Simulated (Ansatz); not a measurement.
# CH5FS2Si: how energies converge with the basis set

Aim: see how fast density functionals converge with the basis set for CH5FS2Si.

The runs use Ansatz 0.2.0, Gaussian basis; one geometry, several basis sets.

Plan: PBE0-D4/def2-SVP; ωB97M-V/def2-SVP; PBE0-D4/def2-QZVPP; ωB97M-V/def2-QZVPP; the functionals' def2-TZVPP values are taken from earlier runs.

### Step 1. The relaxed structure

All runs share one geometry, relaxed beforehand with PBE0-D4/def2-TZVP.

SMILES `CS[SiH](F)S`, 10 atoms, charge 0, spin multiplicity 1.

Atoms are counted from 1 here; the program's logs count them from 0.

Bond lengths: C1–S2 1.819 Å, C1–H6 1.089 Å, C1–H7 1.088 Å, C1–H8 1.089 Å, S2–Si3 2.100 Å, Si3–F4 1.599 Å, Si3–S5 2.125 Å, Si3–H9 1.477 Å, S5–H10 1.345 Å. Angles: S2–C1–H6 106.2°, S2–C1–H7 111.1°, S2–C1–H8 110.6°, H6–C1–H7 109.4°, H6–C1–H8 109.3°, H7–C1–H8 110.2°, C1–S2–Si3 101.3°, S2–Si3–F4 113.1°, S2–Si3–S5 109.1°, S2–Si3–H9 106.8°, F4–Si3–S5 107.0°, F4–Si3–H9 107.1°, S5–Si3–H9 113.9°, Si3–S5–H10 93.8°.

### Step 2. PBE0-D4 in def2-SVP

Input file in.yaml:

```yaml
crystal:
  periodic: [false, false, false]
  atoms:
    - {symbol: C, position_ang: [-1.286961, -0.048124, 1.245614]}
    - {symbol: S, position_ang: [0.096725, 1.126704, 1.122541]}
    - {symbol: Si, position_ang: [1.196328, 0.300737, -0.464701]}
    - {symbol: F, position_ang: [1.746096, -1.167567, -0.148398]}
    - {symbol: S, position_ang: [-0.059898, 0.137915, -2.170943]}
    - {symbol: H, position_ang: [-1.970766, 0.364139, 1.986355]}
    - {symbol: H, position_ang: [-1.803426, -0.145442, 0.292412]}
    - {symbol: H, position_ang: [-0.934977, -1.021309, 1.583056]}
    - {symbol: H, position_ang: [2.371934, 1.171370, -0.668340]}
    - {symbol: H, position_ang: [0.728143, -0.769723, -2.774496]}
basis:
  gaussian: {orbitals: def2-SVP}
hamiltonian: {xc: pbe0, dispersion: d4}
output: {orbitals: {seedname: orbitals}}
```

Run with:

```console
$ ansatz run in.yaml --threads 4 --pin off --events-out ev --progress --plain --max-ram 10444MiB
```

The runs that follow: ωB97M-V in def2-SVP; PBE0-D4 in def2-QZVPP; ωB97M-V in def2-QZVPP.

Q: Predict the results of all the runs planned. Wanted: PBE0-D4: double and triple zeta above quadruple; ωB97M-V: double and triple zeta above quadruple.

**Answer**, as computed:

| quantity | value |
| --- | --- |
| PBE0-D4: double and triple zeta above quadruple | 16.37, 1.15 eV |
| ωB97M-V: double and triple zeta above quadruple | 16.41, 1.09 eV |

In words: For PBE0-D4 the step from double to triple zeta gains 15.23 eV and the next only 1.15 eV. These are total energies; as a rule much of such shifts cancels in differences, which this series doesn't test. The LUMO of ωB97M-V is positive and keeps falling with the basis (2.38 to 1.25 eV): an unbound level that the basis holds in place.
